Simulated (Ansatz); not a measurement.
# C2H10B2S2: up Jacob's ladder to CCSD(T)

The task here is to estimate one member of a computed series from the others.

Method: functionals in def2-TZVPP, the program's frozen cores in correlated methods; program: Ansatz 0.2.0, Gaussian basis.

Levels to be run: LDA (SPW92), PBE-D4, revPBE-D4, BLYP-D4, r2SCAN-D4, B97M-V, PBE0-D4, B3LYP-D4, r2SCANh-D4, r2SCAN0-D4, HSE06-D4, BHLYP-D4, CAM-B3LYP-D4, LC-ωPBE, ωB97X-V, ωB97M-V, B2PLYP, PBE-QIDH; CCSD(T)/def2-SVP; MP2/def2-TZVPP; MP2/def2-QZVPP; RPA on PBE.

### The relaxed structure

The geometry comes from an earlier relaxation with PBE0-D4 in a triple-zeta def2 set; it is a stationary point, not always the lowest conformer.

SMILES `C[B@H-]1[SH+][B@@H-](C)[SH+]1`, 16 atoms, charge 0, spin multiplicity 1.

Atoms are counted from 1 here; the program's logs count them from 0.

Bond lengths: C1–B2 1.582 Å, C1–H7 1.095 Å, C1–H8 1.095 Å, C1–H9 1.095 Å, B2–S3 1.996 Å, B2–S6 1.975 Å, B2–H10 1.201 Å, S3–B4 1.996 Å, S3–H11 1.342 Å, B4–C5 1.582 Å, B4–S6 1.975 Å, B4–H12 1.201 Å, C5–H13 1.095 Å, C5–H14 1.095 Å, C5–H15 1.095 Å, S6–H16 1.347 Å. Angles: B2–C1–H7 110.6°, B2–C1–H8 113.6°, B2–C1–H9 110.7°, H7–C1–H8 107.2°, H7–C1–H9 107.1°, H8–C1–H9 107.5°, C1–B2–S3 113.8°, C1–B2–S6 114.6°, C1–B2–H10 119.1°, S3–B2–S6 94.7°, S3–B2–H10 106.9°, S6–B2–H10 104.6°, B2–S3–B4 81.9°, B2–S3–H11 100.2°, B4–S3–H11 100.2°, S3–B4–C5 113.8°, S3–B4–S6 94.7°, S3–B4–H12 106.9° and more.

Geometry (Å):

```xyz
16
C2H10B2S2
C    -1.5748    0.0192    2.0409
B    -0.5057   -0.6989    1.1226
S    -0.9765   -0.6911   -0.8173
B     0.9641   -0.2582   -0.9955
C     1.2701    0.8721   -2.0588
S     1.1794    0.3026    0.8855
H    -2.5011   -0.5627    2.0794
H    -1.8393    1.0252    1.6999
H    -1.2065    0.1056    3.0683
H    -0.1586   -1.8159    1.3940
H    -0.9514   -2.0080   -1.0739
H     1.5506   -1.3035   -1.0690
H     1.0741    0.5091   -3.0726
H     2.3246    1.1642   -2.0202
H     0.6719    1.7781   -1.9187
H     0.6564    1.5397    0.7798
```

Set-up of the first run:

The input, in.yaml:

```yaml
crystal:
  periodic: [false, false, false]
  atoms:
    - {symbol: C, position_ang: [-1.574760, 0.019160, 2.040862]}
    - {symbol: B, position_ang: [-0.505724, -0.698871, 1.122607]}
    - {symbol: S, position_ang: [-0.976494, -0.691144, -0.817349]}
    - {symbol: B, position_ang: [0.964109, -0.258207, -0.995524]}
    - {symbol: C, position_ang: [1.270127, 0.872057, -2.058752]}
    - {symbol: S, position_ang: [1.179442, 0.302636, 0.885466]}
    - {symbol: H, position_ang: [-2.501073, -0.562724, 2.079370]}
    - {symbol: H, position_ang: [-1.839300, 1.025243, 1.699907]}
    - {symbol: H, position_ang: [-1.206527, 0.105589, 3.068275]}
    - {symbol: H, position_ang: [-0.158622, -1.815892, 1.394037]}
    - {symbol: H, position_ang: [-0.951417, -2.007976, -1.073888]}
    - {symbol: H, position_ang: [1.550574, -1.303462, -1.068952]}
    - {symbol: H, position_ang: [1.074076, 0.509129, -3.072644]}
    - {symbol: H, position_ang: [2.324561, 1.164166, -2.020200]}
    - {symbol: H, position_ang: [0.671872, 1.778103, -1.918730]}
    - {symbol: H, position_ang: [0.656357, 1.539692, 0.779815]}
basis:
  gaussian: {orbitals: def2-TZVPP}
hamiltonian: {xc: lda}
output: {orbitals: {seedname: orbitals}}
```

On the command line:

```sh
$ ansatz run in.yaml --threads 4 --pin off --events-out ev --progress --plain --max-ram 11315MiB
```

Steps of the session up to this table: LDA; PBE-D4 (GGA); revPBE-D4 (GGA); BLYP-D4 (GGA); r2SCAN-D4 (meta-GGA); B97M-V (meta-GGA); B3LYP-D4 (hybrid); r2SCANh-D4 (hybrid); r2SCAN0-D4 (hybrid); HSE06-D4 (hybrid); BHLYP-D4 (hybrid); CAM-B3LYP-D4 (range-separated); LC-ωPBE (range-separated); ωB97X-V (range-separated); ωB97M-V (range-separated); B2PLYP (double hybrid); PBE-QIDH (double hybrid).

One table of the session follows, with a row left open; its other results are not shown here.

It belongs to the step «Orbital energies across the functionals». 

| functional | HOMO (eV) | gap (eV) |
| --- | --- | --- |
| LDA (SPW92) | -6.82 | 5.68 |
| PBE-D4 | -6.73 | 5.79 |
| revPBE-D4 | -6.69 | 5.84 |
| BLYP-D4 | -6.61 | 5.74 |
| r2SCAN-D4 | -6.98 | 6.38 |
| B97M-V | -7.09 | 6.28 |
| PBE0-D4 | -7.92 | 7.88 |
| B3LYP-D4 | -7.72 | 7.41 |
| r2SCANh-D4 | -7.41 | 7.14 |
| r2SCAN0-D4 | -8.07 | 8.27 |
| HSE06-D4 | -7.52 | 7.11 |
| BHLYP-D4 | -9.01 | 9.81 |
| CAM-B3LYP-D4 | -9.24 | 10.17 |
| LC-ωPBE | ? | ? |
| ωB97X-V | -10.23 | 12.20 |
| ωB97M-V | -10.06 | 11.73 |

Estimate the missing values for LC-ωPBE.

As computed: HOMO (eV): -10.55; gap (eV): 12.73. In the column «HOMO (eV)» it is the lowest.
